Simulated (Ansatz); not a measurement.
## Ba2Tl5V3O12 in Ansatz: the effect of Hubbard term

The system is Ba2Tl5V3O12.

```xyz
22
Lattice="6.5455 0.0000 0.0000 0.0000 6.5455 0.0000 0.0000 0.0000 13.5748" Properties=species:S:1:pos:R:3 pbc="T T T"
Ba    3.2727    0.0000    7.6456
Ba    0.0000    3.2727    5.9292
V     0.0000    0.0000    6.7874
V     0.0000    0.0000    0.0000
V     3.2727    3.2727    6.7874
Tl    3.2727    0.0000    0.4045
Tl    0.0000    3.2727    9.3449
Tl    0.0000    3.2727   13.1703
Tl    3.2727    0.0000    4.2299
Tl    3.2727    3.2727    0.0000
O     5.3426    5.8159    5.7872
O     5.8159    1.2029    7.7876
O     0.7296    5.3426    7.7876
O     1.2029    0.7296    5.7872
O     5.3854    5.6192   12.6653
O     5.6192    1.1601    0.9095
O     0.9263    5.3854    0.9095
O     1.1601    0.9263   12.6653
O     4.4721    4.0001    7.7933
O     4.0001    2.0734    5.7815
O     2.5453    4.4721    5.7815
O     2.0734    2.5453    7.7933
```

The cell was built by a generator and needn't be a form met in nature.

Alike in all runs:

| Item | Value |
| --- | --- |
| Program | Ansatz 0.2.0 |
| Task | projected density of states |
| Functional | PBE |
| Potentials or basis | Ansatz PAW |
| Cutoff | 420 eV (not typed: the program's choice for these potentials) |
| k mesh | 4 × 4 × 2 |
| Occupations | fermi-dirac, width 0.05 eV |
| Spin | collinear spin, ferromagnetic start |
| Starting moments | [0.0, 0.0, 2.0, 2.0, 2.0, 0.0, 0.0, 0.0, 0.0, 0.0, 0.0, 0.0, 0.0, 0.0, 0.0, 0.0, 0.0, 0.0, 0.0, 0.0, 0.0, 0.0] μB |
| Hubbard projectors | ortho-atomic (the default) |
| Double counting | fll (the default) |

```csv
Hubbard term,pressure (GPa),largest force (eV/Å)
V d U = 2 eV,0.1,0.05
V d U = 4 eV,0.2,0.11
V d U = 6 eV,?,?
V d U = 8 eV,0.6,0.26
```

Problem. What does the run with Hubbard term V d U = 6 eV give?

Solution. Pressure 0.4 GPa; largest force 0.18 eV/Å.

Worked out: A straight line through the other rows of the pressure, of slope 0.0857 GPa per eV, gives 0.4 GPa, against the run's 0.4. A straight line through the other rows of the largest force, of slope 0.0354 eV/Å per eV, gives 0.19 eV/Å, against the run's 0.18.

Caveats: the magnetic or orbital state may not be the lowest; spin-orbit coupling is left out, which as a rule narrows the gap of such compounds by several tenths of an eV; the density of states is complete only up to the lowest level of the last band computed; the starting moments weren't kept.
